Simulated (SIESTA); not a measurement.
## Ho under changes of volume

One of the cells (31.741 Å³/atom); the others are scaled copies at fixed shape and fractional positions:

```xyz
2
Lattice="3.6010 0.0000 0.0000 -1.8005 3.1186 0.0000 0.0000 0.0000 5.6530" Properties=species:S:1:pos:R:3 pbc="T T T"
Ho    1.8005    1.0395    4.2397
Ho    0.0000    2.0790    1.4132
```

* Program: SIESTA 5.4.2
* Functional: PBEsol
* Potentials or basis: PseudoDojo 3+ lanthanides (4f in the core) (PBE files)
* Basis: DZP (energy shift 0.003 Ry; two zetas on semicore shells)
* Grid cutoff: 800 Ry
* Energy shift: 0.003 Ry
* k mesh: 9 × 9 × 5
* Occupations: fermi-dirac, width 0.05 eV
* Spin: collinear spin, ferromagnetic start
* Starting moments: [4.0, 4.0] μB

```csv
volume (Å³/atom),energy over the lowest point (meV/atom),pressure (GPa)
29.252,0.00,0.3
29.874,1.21,-0.7
30.496,5.90,-1.6
31.741,24.61,-3.1
32.364,38.14,-3.8
32.986,?,?
```

Task: What does the run at 32.986 Å³/atom give?

Result: Energy over the lowest point 54.26 meV/atom; pressure -4.4 GPa.

Worked out: A Birch-Murnaghan fit of order 3 (a polynomial in V^(-2/3)) to the other rows has its minimum at 29.36 Å³/atom with B0 = V·E''(V) = 45 GPa and B' = 3.0 at fixed shape and positions, which overstates the stiffness. It gives 54.12 meV/atom at 32.986 Å³/atom, against the run's 54.26, and -dE/dV = -4.4 GPa, against -4.4.

Energies are extrapolated to zero smearing.

Caveats: the magnetic or orbital state may not be the lowest; the potentials were made for another functional, which shifts forces and pressure; short orbitals over semicore shells can move pressures by several GPa; the basis of atomic orbitals isn't converged, which shifts pressures, moduli and gaps.
